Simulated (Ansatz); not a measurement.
Born–Oppenheimer molecular dynamics of a periodic cell of 16 atoms, Si (start crystal Si, start structure diamond, volume 1.15 times the crystal's). It starts from a structure without forces on its atoms.

These are results of Ansatz, DFT PBE-D3(BJ), scalar-relativistic, plane waves, PAW, not measurements. Settings: cutoff 420 eV, k mesh 2x2x2, fermi-dirac smearing 0.3 eV, no spin polarisation.

```yaml
ensemble: NVT, Langevin thermostat
time_step: 1.5 fs
steps_asked: 100
set_temperature: 3500 K
friction: 0.02 /fs
seed: 607707
```

Frames 7.5 fs apart, positions in Å, forces in eV/Å.

Velocities at 60.0 fs (Å/ps):

```
Si -11.64 -9.58 24.60
Si 1.17 -1.76 26.29
Si 6.79 -11.19 -16.42
Si 5.83 -0.97 -0.81
Si 13.23 1.40 -7.70
Si 5.90 -5.78 -12.72
Si -1.46 -1.36 7.96
Si -1.40 2.75 10.55
Si 7.30 -13.14 1.61
Si 3.07 -2.31 -6.98
Si 16.87 -4.57 3.24
Si 1.54 -27.73 21.58
Si 4.92 -10.49 -1.17
Si 7.15 -12.77 5.27
Si 9.21 5.31 1.17
Si -7.13 4.53 -21.16
```

```xyz
16
Lattice="0.0000 5.6890 5.6890 5.6890 0.0000 5.6890 5.6890 5.6890 0.0000" Properties=species:S:1:pos:R:3:forces:R:3 time_fs=60.0 energy_less_start_eV=6.114 T=3881
Si 0.096 -0.201 0.213 2.25 1.70 -1.59
Si 1.668 1.638 1.633 -0.41 -1.40 -0.45
Si 3.020 2.563 -0.435 -0.70 0.76 2.07
Si 4.257 4.337 1.327 -1.62 -0.31 -0.41
Si 2.555 0.015 3.255 1.14 0.42 -0.94
Si 4.819 1.430 4.069 -0.30 -1.40 0.73
Si 5.500 2.836 2.374 1.99 -0.59 0.75
Si 7.120 4.136 4.661 -0.35 0.06 -1.46
Si 0.067 2.602 3.090 -0.01 0.57 -0.38
Si 1.723 4.152 4.090 -1.41 -0.55 1.13
Si 3.005 5.570 2.882 0.33 1.37 -0.34
Si 4.441 6.575 4.802 0.80 -0.54 -1.46
Si 2.959 2.346 5.063 0.80 1.27 -0.87
Si 4.625 4.143 7.210 -0.70 0.03 0.78
Si 6.253 5.615 6.246 -1.01 -0.49 -0.10
Si 7.434 7.528 6.809 -0.78 -0.89 2.54
16
Lattice="0.0000 5.6890 5.6890 5.6890 0.0000 5.6890 5.6890 5.6890 0.0000" Properties=species:S:1:pos:R:3:forces:R:3 time_fs=67.5 energy_less_start_eV=8.079 T=3494
Si 0.004 -0.271 0.357 4.52 3.25 -3.21
Si 1.673 1.616 1.813 0.63 -1.28 -2.01
Si 3.063 2.471 -0.489 -1.07 1.04 2.04
Si 4.281 4.343 1.359 -3.50 -2.29 0.67
Si 2.640 0.009 3.212 0.99 -0.46 -0.14
Si 4.861 1.307 3.976 -0.85 -1.34 1.19
Si 5.516 2.839 2.425 2.10 -0.32 0.43
Si 7.096 4.124 4.748 0.35 -0.28 -1.86
Si 0.124 2.498 3.124 -1.03 1.09 0.47
Si 1.716 4.175 4.015 -1.31 -0.90 1.40
Si 3.123 5.543 2.924 -0.13 1.68 -0.03
Si 4.434 6.399 4.924 0.55 -0.41 -1.31
Si 2.975 2.322 5.045 1.56 1.37 -1.57
Si 4.678 4.049 7.255 -0.55 0.35 0.51
Si 6.317 5.634 6.294 -1.36 -1.25 0.26
Si 7.382 7.553 6.696 -0.90 -0.23 3.18
16
Lattice="0.0000 5.6890 5.6890 5.6890 0.0000 5.6890 5.6890 5.6890 0.0000" Properties=species:S:1:pos:R:3:forces:R:3 time_fs=75.0 energy_less_start_eV=8.967 T=2755
Si -0.029 -0.306 0.451 4.40 3.05 -3.00
Si 1.652 1.517 1.975 1.90 -1.62 -3.72
Si 3.049 2.381 -0.491 -0.71 0.74 1.64
Si 4.204 4.308 1.409 -2.68 -3.09 0.04
Si 2.748 -0.046 3.172 1.02 -1.35 0.48
Si 4.848 1.141 3.918 -0.82 -0.78 1.10
Si 5.546 2.817 2.477 1.77 -0.14 0.40
Si 7.075 4.076 4.849 0.64 -0.60 -2.29
Si 0.178 2.396 3.138 -2.72 2.25 1.80
Si 1.703 4.198 3.966 -0.95 -0.52 1.05
Si 3.283 5.559 2.962 -1.14 1.69 0.81
Si 4.423 6.229 5.020 0.09 0.06 -1.04
Si 2.959 2.383 4.986 1.43 1.02 -1.10
Si 4.700 4.008 7.310 -0.53 0.32 0.40
Si 6.319 5.625 6.306 -1.13 -1.16 0.71
Si 7.362 7.550 6.657 -0.56 0.14 2.73
16
Lattice="0.0000 5.6890 5.6890 5.6890 0.0000 5.6890 5.6890 5.6890 0.0000" Properties=species:S:1:pos:R:3:forces:R:3 time_fs=82.5 energy_less_start_eV=8.011 T=3585
Si 0.062 -0.220 0.463 1.65 0.97 -1.37
Si 1.631 1.370 2.032 0.94 -1.24 -3.19
Si 2.992 2.278 -0.469 -0.22 0.35 1.47
Si 4.118 4.215 1.436 -0.20 -1.41 -1.12
Si 2.928 -0.119 3.113 0.29 -1.89 0.32
Si 4.801 1.008 3.888 0.06 0.26 1.14
Si 5.604 2.819 2.543 1.41 -0.15 0.54
Si 7.072 4.018 4.910 0.64 -0.64 -2.38
Si 0.165 2.430 3.150 -1.89 1.81 1.26
Si 1.688 4.177 3.947 -0.49 0.43 0.65
Si 3.445 5.642 3.011 -1.58 0.93 0.29
Si 4.399 6.034 5.104 -0.56 0.46 -0.62
Si 2.918 2.428 4.920 1.34 0.58 -0.60
Si 4.656 3.980 7.343 -0.56 0.39 0.16
Si 6.273 5.599 6.306 -0.13 -0.44 1.09
Si 7.394 7.572 6.665 -0.69 -0.40 2.35
16
Lattice="0.0000 5.6890 5.6890 5.6890 0.0000 5.6890 5.6890 5.6890 0.0000" Properties=species:S:1:pos:R:3:forces:R:3 time_fs=90.0 energy_less_start_eV=7.640 T=4211
Si 0.206 -0.128 0.486 -0.12 -0.43 -1.23
Si 1.596 1.226 2.024 -0.07 -0.19 -1.64
Si 2.955 2.162 -0.421 -0.17 0.51 1.31
Si 4.024 4.105 1.472 0.69 -0.22 -0.73
Si 3.133 -0.181 3.003 -2.01 -2.71 -0.72
Si 4.694 0.931 3.900 2.24 2.28 2.20
Si 5.698 2.843 2.587 0.66 -0.17 0.72
Si 7.077 3.991 4.946 0.84 -0.98 -2.39
Si 0.063 2.494 3.174 -0.35 0.43 0.37
Si 1.640 4.157 3.949 -0.25 0.97 0.47
Si 3.557 5.784 3.040 -1.72 0.11 -1.41
Si 4.368 5.876 5.103 -0.08 0.43 0.66
Si 2.916 2.478 4.893 1.04 0.14 0.36
Si 4.539 3.929 7.358 -0.33 0.32 -0.39
Si 6.277 5.556 6.340 -0.19 0.09 1.06
Si 7.435 7.578 6.769 -0.16 -0.58 1.37
16
Lattice="0.0000 5.6890 5.6890 5.6890 0.0000 5.6890 5.6890 5.6890 0.0000" Properties=species:S:1:pos:R:3:forces:R:3 time_fs=97.5 energy_less_start_eV=8.006 T=3583
Si 0.333 -0.022 0.530 -1.29 -1.42 -2.00
Si 1.623 1.073 2.009 0.02 1.12 -0.16
Si 2.912 2.009 -0.330 -0.32 0.77 1.12
Si 3.998 3.957 1.540 0.36 0.61 -0.39
Si 3.286 -0.298 2.867 -3.30 -0.49 0.84
Si 4.605 0.976 3.942 2.26 2.18 2.27
Si 5.774 2.846 2.608 0.23 -0.02 0.94
Si 7.069 3.986 4.884 1.09 -1.08 -1.98
Si -0.037 2.611 3.199 0.31 -0.66 0.07
Si 1.600 4.180 3.959 0.22 0.80 0.52
Si 3.571 5.952 3.027 -1.28 -0.26 -1.79
Si 4.355 5.738 5.107 -0.03 0.37 0.63
Si 2.972 2.482 4.889 0.13 0.53 0.71
Si 4.398 3.964 7.416 1.12 -1.89 -2.01
Si 6.269 5.470 6.415 0.10 0.43 0.65
Si 7.453 7.602 6.860 0.38 -0.99 0.57
16
Lattice="0.0000 5.6890 5.6890 5.6890 0.0000 5.6890 5.6890 5.6890 0.0000" Properties=species:S:1:pos:R:3:forces:R:3 time_fs=105.0 energy_less_start_eV=9.101 T=2993
Si 0.406 0.017 0.467 -1.54 -1.57 -2.46
Si 1.652 0.956 2.000 0.16 1.78 0.56
Si 2.833 1.938 -0.210 -0.21 0.62 0.88
Si 4.026 3.843 1.677 -0.36 0.94 -0.56
Si 3.365 -0.384 2.765 -4.71 4.38 4.78
Si 4.561 1.063 4.029 1.64 0.36 0.98
Si 5.877 2.884 2.650 0.03 0.03 1.18
Si 7.058 3.971 4.812 1.24 -1.10 -1.66
Si -0.107 2.740 3.195 0.31 -1.35 -0.07
Si 1.531 4.228 3.975 0.72 0.61 0.77
Si 3.532 6.135 2.979 -0.53 -0.45 -0.69
Si 4.329 5.628 5.166 -0.28 0.42 -0.23
Si 3.019 2.485 4.941 -0.78 1.49 0.65
Si 4.319 4.003 7.401 3.49 -5.66 -4.92
Si 6.331 5.353 6.458 0.03 0.80 0.44
Si 7.449 7.645 6.886 0.80 -1.30 0.35
16
Lattice="0.0000 5.6890 5.6890 5.6890 0.0000 5.6890 5.6890 5.6890 0.0000" Properties=species:S:1:pos:R:3:forces:R:3 time_fs=112.5 energy_less_start_eV=8.347 T=3239
Si 0.449 0.033 0.351 -0.80 -1.00 -1.65
Si 1.659 0.915 2.054 -0.90 1.78 -0.13
Si 2.754 1.909 -0.100 -0.06 0.54 0.57
Si 4.071 3.754 1.767 -1.15 1.20 -0.88
Si 3.377 -0.352 2.750 -2.61 2.62 3.95
Si 4.555 1.172 4.101 1.27 -0.18 0.35
Si 5.920 2.925 2.722 0.40 -0.21 1.32
Si 7.061 3.958 4.708 1.19 -0.80 -1.16
Si -0.126 2.859 3.212 -0.03 -1.73 -0.37
Si 1.468 4.304 3.982 1.11 0.81 0.99
Si 3.454 6.250 2.907 -0.15 -0.70 -0.13
Si 4.303 5.529 5.180 -0.18 0.39 -0.27
Si 3.008 2.551 5.103 -0.36 1.80 0.04
Si 4.327 3.987 7.287 2.08 -3.69 -3.62
Si 6.431 5.257 6.508 -0.23 0.41 0.19
Si 7.431 7.649 6.913 0.44 -1.22 0.78
16
Lattice="0.0000 5.6890 5.6890 5.6890 0.0000 5.6890 5.6890 5.6890 0.0000" Properties=species:S:1:pos:R:3:forces:R:3 time_fs=120.0 energy_less_start_eV=8.167 T=3193
Si 0.499 0.027 0.287 -0.49 -0.33 -0.90
Si 1.647 0.894 2.160 -2.34 2.24 -1.10
Si 2.723 1.920 0.011 0.05 0.28 0.36
Si 4.092 3.716 1.805 -1.18 1.18 -0.82
Si 3.327 -0.280 2.781 0.60 -0.89 2.00
Si 4.551 1.288 4.115 0.88 -0.35 0.37
Si 5.950 2.943 2.832 -0.27 -0.56 0.35
Si 7.070 3.925 4.587 1.52 0.10 0.21
Si -0.116 3.013 3.255 -1.12 -2.80 -0.86
Si 1.380 4.366 3.996 2.35 1.83 1.45
Si 3.391 6.306 2.842 -0.06 -0.91 0.12
Si 4.325 5.411 5.180 -0.24 0.58 -0.51
Si 2.943 2.596 5.253 0.52 1.67 -0.83
Si 4.432 3.954 7.161 -0.05 -0.80 -0.98
Si 6.535 5.165 6.554 -0.07 0.14 -0.14
Si 7.361 7.642 6.938 -0.09 -1.38 1.28
16
Lattice="0.0000 5.6890 5.6890 5.6890 0.0000 5.6890 5.6890 5.6890 0.0000" Properties=species:S:1:pos:R:3:forces:R:3 time_fs=127.5 energy_less_start_eV=8.886 T=2416
Si 0.483 0.004 0.220 -0.49 0.33 0.08
Si 1.582 0.910 2.245 -3.09 2.36 -1.67
Si 2.717 1.953 0.102 0.15 0.09 0.28
Si 4.059 3.654 1.807 -0.76 0.98 -0.60
Si 3.275 -0.213 2.781 2.17 -2.14 1.32
Si 4.537 1.341 4.176 0.37 -0.49 0.45
Si 5.959 2.930 2.941 -1.99 -0.94 -0.94
Si 7.076 3.904 4.494 2.32 1.29 1.84
Si -0.125 3.127 3.296 -1.81 -3.11 -1.29
Si 1.315 4.481 4.018 3.08 2.10 1.28
Si 3.351 6.351 2.777 -0.05 -1.03 0.33
Si 4.347 5.321 5.207 -0.34 1.11 -1.13
Si 2.851 2.670 5.389 1.07 1.33 -1.22
Si 4.527 3.910 7.023 -0.90 -0.42 0.82
Si 6.589 5.097 6.576 0.20 0.12 -0.38
Si 7.250 7.668 7.023 0.10 -1.60 0.82
16
Lattice="0.0000 5.6890 5.6890 5.6890 0.0000 5.6890 5.6890 5.6890 0.0000" Properties=species:S:1:pos:R:3:forces:R:3 time_fs=135.0 energy_less_start_eV=9.091 T=2272
Si 0.416 0.028 0.207 -0.67 0.57 0.49
Si 1.430 0.970 2.264 -1.22 1.13 -1.09
Si 2.687 1.966 0.198 0.17 0.16 0.20
Si 4.013 3.630 1.828 -0.28 0.80 -0.29
Si 3.269 -0.219 2.781 0.81 -1.08 0.81
Si 4.550 1.381 4.260 -0.06 -0.77 0.28
Si 5.981 2.924 3.069 -3.89 -1.83 -2.79
Si 7.109 3.872 4.464 3.76 2.66 3.55
Si -0.170 3.163 3.305 -0.80 -1.80 -0.87
Si 1.333 4.627 4.054 2.06 0.73 0.26
Si 3.303 6.401 2.704 -0.12 -1.04 0.35
Si 4.356 5.236 5.233 -0.54 2.10 -2.13
Si 2.812 2.720 5.463 0.89 1.01 -1.05
Si 4.619 3.872 6.894 -1.16 -1.45 2.54
Si 6.590 5.091 6.592 0.74 0.32 -0.50
Si 7.158 7.653 7.081 0.31 -1.53 0.25
16
Lattice="0.0000 5.6890 5.6890 5.6890 0.0000 5.6890 5.6890 5.6890 0.0000" Properties=species:S:1:pos:R:3:forces:R:3 time_fs=142.5 energy_less_start_eV=8.597 T=2467
Si 0.336 0.124 0.190 -0.66 0.65 0.88
Si 1.260 1.076 2.312 0.23 0.20 -0.78
Si 2.693 1.962 0.260 0.12 0.22 0.26
Si 3.964 3.620 1.856 -0.22 0.79 -0.21
Si 3.317 -0.285 2.780 -0.30 -0.09 0.70
Si 4.575 1.403 4.331 -0.54 -1.05 0.08
Si 5.930 2.890 3.121 -2.65 -0.73 -1.64
Si 7.172 3.882 4.529 2.76 1.70 1.94
Si -0.123 3.193 3.286 -0.34 -0.96 -0.85
Si 1.354 4.794 4.096 1.65 0.00 -0.39
Si 3.256 6.388 2.639 -0.24 -1.15 0.33
Si 4.388 5.216 5.207 -0.66 2.59 -2.34
Si 2.795 2.735 5.457 0.45 0.68 -0.60
Si 4.692 3.806 6.773 -1.10 -2.14 3.18
Si 6.583 5.102 6.596 0.93 0.72 -0.37
Si 7.082 7.595 7.103 0.57 -1.44 -0.18
```

Of the whole run (150 fs, mean temperature of the second half 3087 K): The mean temperature of the second half is 12 % below the set value. A run of 0.15 ps of so small a system gives no equilibrium averages. Limits of this set-up: coarse k mesh.

Run time: 11 min on 1 thread of Arm Neoverse V1, with other jobs on the host, peak memory 0.65 GiB.
